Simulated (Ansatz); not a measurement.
# GaNH4: one species, many methods

How much do the methods differ for GaNH4? The plan is to run it at one geometry with functionals of several rungs and with coupled cluster, and see how far each lands from CCSD(T) at the basis-set limit for the atomisation energy.

Program: Ansatz 0.2.0, Gaussian basis. Level of theory: functionals in def2-TZVPP, the program's frozen cores in correlated methods. These are calculated values, not measurements.

Levels to be run: LDA (SPW92), PBE-D4, revPBE-D4, BLYP-D4, r2SCAN-D4, B97M-V, PBE0-D4, B3LYP-D4, r2SCANh-D4, r2SCAN0-D4, HSE06-D4, BHLYP-D4, CAM-B3LYP-D4, LC-ωPBE, ωB97X-V, ωB97M-V, B2PLYP, PBE-QIDH; CCSD(T)/def2-SVP; CCSD(T)/def2-TZVPP; CCSD(T)/def2-QZVPP; extrapolation to the limit; RPA on PBE.

## Step 1: The relaxed structure

All runs share one geometry, relaxed beforehand with PBE0-D4 in a triple-zeta def2 set.

SMILES `[NH2][GaH2]`, 6 atoms, charge 0, spin multiplicity 1.

Atoms are counted from 1 here; the program's logs count them from 0.

Bond lengths: N1–Ga2 1.813 Å, N1–H3 1.006 Å, N1–H4 1.006 Å, Ga2–H5 1.561 Å, Ga2–H6 1.561 Å. Angles: Ga2–N1–H3 124.1°, Ga2–N1–H4 124.0°, H3–N1–H4 111.9°, N1–Ga2–H5 116.7°, N1–Ga2–H6 116.7°, H5–Ga2–H6 126.5°.

## Step 2: LDA

This LDA is Slater exchange with PW92 correlation.

in.yaml reads:

```yaml
crystal:
  periodic: [false, false, false]
  atoms:
    - {symbol: N, position_ang: [-0.010240, -0.951954, 0.045618]}
    - {symbol: Ga, position_ang: [0.009271, 0.859054, -0.041197]}
    - {symbol: H, position_ang: [0.262887, -1.554999, -0.711390]}
    - {symbol: H, position_ang: [-0.295626, -1.473687, 0.856590]}
    - {symbol: H, position_ang: [0.483545, 1.492902, -1.386834]}
    - {symbol: H, position_ang: [-0.449838, 1.628685, 1.237213]}
basis:
  gaussian: {orbitals: def2-TZVPP}
hamiltonian: {xc: lda}
output: {orbitals: {seedname: orbitals}}
```

Command:

```bash
$ ansatz run in.yaml --threads 4 --pin off --events-out ev --progress --plain --max-ram 10444MiB
```

After this run come: PBE-D4 (GGA); revPBE-D4 (GGA); BLYP-D4 (GGA); r2SCAN-D4 (meta-GGA); B97M-V (meta-GGA); PBE0-D4 (hybrid); B3LYP-D4 (hybrid); r2SCANh-D4 (hybrid); r2SCAN0-D4 (hybrid); HSE06-D4 (hybrid); BHLYP-D4 (hybrid); CAM-B3LYP-D4 (range-separated); LC-ωPBE (range-separated); ωB97X-V (range-separated); ωB97M-V (range-separated); B2PLYP (double hybrid); PBE-QIDH (double hybrid); CCSD(T) in def2-SVP; CCSD(T) in def2-TZVPP; CCSD(T) in def2-QZVPP; RPA on PBE orbitals.

Before running them: what should the planned runs give, taken together? Wanted: atomisation energy, CCSD(T)/CBS; farthest beyond LDA; mean size of error, GGA; mean size of error, meta-GGA; mean size of error, hybrid; mean size of error, range-separated; mean size of error, double hybrid; gap, smallest and largest; T1 diagnostic.

As calculated:

| quantity | value |
| --- | --- |
| atomisation energy, CCSD(T)/CBS | 398.5 kcal/mol |
| functionals within 4.0 kcal/mol (1.0 %) | PBE-D4, B97M-V, B3LYP-D4, CAM-B3LYP-D4, LC-ωPBE, ωB97X-V, ωB97M-V |
| farthest beyond LDA | BHLYP-D4 (-13.8 kcal/mol) |
| mean size of error, GGA | 6.3 kcal/mol |
| mean size of error, meta-GGA | 2.5 kcal/mol |
| mean size of error, hybrid | 8.6 kcal/mol |
| mean size of error, range-separated | 1.8 kcal/mol |
| mean size of error, double hybrid | 7.8 kcal/mol |
| gap, smallest and largest | 4.52 eV (BLYP-D4), 11.58 eV (LC-ωPBE) |
| T1 diagnostic | 0.0143 |
| triples share of the correlation energy | 3.6 % |

**Reading.** The LDA atomisation energy is off by 51.0 kcal/mol (13 %): it overbinds. PBE-D4 misses by -2.3 kcal/mol. Double hybrids carry the basis error of their MP2 part in triple zeta, and no dispersion term here, so their miss is partly the set-up's. The rungs range-separated, meta-GGA miss on average by less than the doubt on the reference (4.0 kcal/mol), so they tie. The reference freezes the cores and leaves out relativity and excitations past (T), and its outer-core shells are covered unevenly, so misses under about 4.0 kcal/mol can't be ranked. Hartree-Fock recovers 68 % of the binding; the rest is correlation. CCSD(T) in def2-SVP is off by -29.8 kcal/mol, so the small basis spoils what the method gains. Orbital gaps span 4.5 to 11.6 eV; exact exchange widens them. Correlated methods include outer-core shells of Ga, which these sets cover unevenly.
